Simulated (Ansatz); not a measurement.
# C₂H₆BFO₂: a ladder of functionals and wavefunction methods

Aim: compute C₂H₆BFO₂ with functionals from several rungs and with coupled cluster, and see how far each lands from CCSD(T) at the basis-set limit for the atomisation energy.

Computed with Ansatz 0.2.0, Gaussian basis. Level: functionals in def2-TZVPP, the program's frozen cores in correlated methods.

The runs, in order: LDA (SPW92), PBE-D4, revPBE-D4, BLYP-D4, r2SCAN-D4, B97M-V, PBE0-D4, B3LYP-D4, r2SCANh-D4, r2SCAN0-D4, HSE06-D4, BHLYP-D4, CAM-B3LYP-D4, LC-ωPBE, ωB97X-V, ωB97M-V, B2PLYP, PBE-QIDH; CCSD(T)/def2-SVP; CCSD(T)/def2-TZVPP; MP2/def2-QZVPP; extrapolation to the limit; RPA on PBE.

## (1) The relaxed structure

All runs share one geometry, relaxed beforehand with PBE0-D4 in a triple-zeta def2 set.

SMILES `CB(O)OCF`, 12 atoms, charge 0, spin multiplicity 1.

Atoms are counted from 1 here; the program's logs count them from 0.

Bond lengths: C1–B2 1.565 Å, C1–H7 1.090 Å, C1–H8 1.093 Å, C1–H9 1.095 Å, B2–O3 1.357 Å, B2–O4 1.384 Å, O3–H10 0.962 Å, O4–C5 1.374 Å, C5–F6 1.374 Å, C5–H11 1.092 Å, C5–H12 1.095 Å. Angles: B2–C1–H7 111.0°, B2–C1–H8 111.6°, B2–C1–H9 111.2°, H7–C1–H8 108.5°, H7–C1–H9 107.7°, H8–C1–H9 106.6°, C1–B2–O3 120.2°, C1–B2–O4 123.9°, O3–B2–O4 115.8°, B2–O3–H10 112.0°, B2–O4–C5 121.8°, O4–C5–F6 110.0°, O4–C5–H11 108.4°, O4–C5–H12 112.2°, F6–C5–H11 107.6°, F6–C5–H12 107.1°, H11–C5–H12 111.4°.

## (2) LDA

This LDA is Slater exchange with PW92 correlation.

in.yaml reads:

```yaml
crystal:
  periodic: [false, false, false]
  atoms:
    - {symbol: C, position_ang: [-0.641882, -1.205503, -0.549599]}
    - {symbol: B, position_ang: [-0.493785, -0.244111, 0.677011]}
    - {symbol: O, position_ang: [-1.254896, -0.428628, 1.785286]}
    - {symbol: O, position_ang: [0.401117, 0.810471, 0.728702]}
    - {symbol: C, position_ang: [1.175016, 1.158368, -0.352500]}
    - {symbol: F, position_ang: [0.438979, 1.911969, -1.235142]}
    - {symbol: H, position_ang: [-1.454996, -1.914617, -0.394811]}
    - {symbol: H, position_ang: [-0.834459, -0.652274, -1.472871]}
    - {symbol: H, position_ang: [0.274901, -1.781445, -0.715082]}
    - {symbol: H, position_ang: [-1.072488, 0.230228, 2.462405]}
    - {symbol: H, position_ang: [2.001752, 1.777686, 0.000857]}
    - {symbol: H, position_ang: [1.537642, 0.282658, -0.900256]}
basis:
  gaussian: {orbitals: def2-TZVPP}
hamiltonian: {xc: lda}
output: {orbitals: {seedname: orbitals}}
```

After this run come: PBE-D4 (GGA); revPBE-D4 (GGA); BLYP-D4 (GGA); r2SCAN-D4 (meta-GGA); B97M-V (meta-GGA); PBE0-D4 (hybrid); B3LYP-D4 (hybrid); r2SCANh-D4 (hybrid); r2SCAN0-D4 (hybrid); HSE06-D4 (hybrid); BHLYP-D4 (hybrid); CAM-B3LYP-D4 (range-separated); LC-ωPBE (range-separated); ωB97X-V (range-separated); ωB97M-V (range-separated); B2PLYP (double hybrid); PBE-QIDH (double hybrid); CCSD(T) in def2-SVP; CCSD(T) in def2-TZVPP; MP2 in def2-QZVPP; RPA on PBE orbitals.

Before running them: what should the planned runs give, taken together? Wanted: atomisation energy, CCSD(T)/CBS; farthest beyond LDA; mean size of error, GGA; mean size of error, meta-GGA; mean size of error, hybrid; mean size of error, range-separated; mean size of error, double hybrid; gap, smallest and largest; T1 diagnostic.

The runs gave:

| quantity | value |
| --- | --- |
| atomisation energy, CCSD(T)/CBS | 4971.7 kJ/mol |
| functionals within 24.9 kJ/mol (0.5 %) | revPBE-D4, BLYP-D4, B97M-V, PBE0-D4, B3LYP-D4, r2SCANh-D4, HSE06-D4, LC-ωPBE, ωB97X-V, ωB97M-V, PBE-QIDH |
| farthest beyond LDA | BHLYP-D4 (-168.7 kJ/mol) |
| mean size of error, GGA | 51.6 kJ/mol |
| mean size of error, meta-GGA | 20.0 kJ/mol |
| mean size of error, hybrid | 46.3 kJ/mol |
| mean size of error, range-separated | 20.8 kJ/mol |
| mean size of error, double hybrid | 31.0 kJ/mol |
| gap, smallest and largest | 7.23 eV (LDA (SPW92)), 14.78 eV (LC-ωPBE) |
| T1 diagnostic | 0.0121 |
| triples share of the correlation energy | 3.4 % |

In words: LDA overbinds by 790.4 kJ/mol (16 %). PBE-D4 is off by +127.8 kJ/mol. Double hybrids carry the basis error of their MP2 part in triple zeta, and no dispersion term here, so their miss is partly the set-up's. The rungs meta-GGA, range-separated miss on average by less than the doubt on the reference (24.9 kJ/mol), so they tie. Misses under about 24.9 kJ/mol are within the doubt on the reference itself, which lacks core-valence correlation, relativity and higher excitations. Hartree-Fock recovers 73 % of the binding; the rest is correlation. CCSD(T) in def2-SVP is off by -218.7 kJ/mol, which most functionals beat. The gap grows from 7.2 to 14.8 eV across the functionals, mostly with the share of exact exchange.
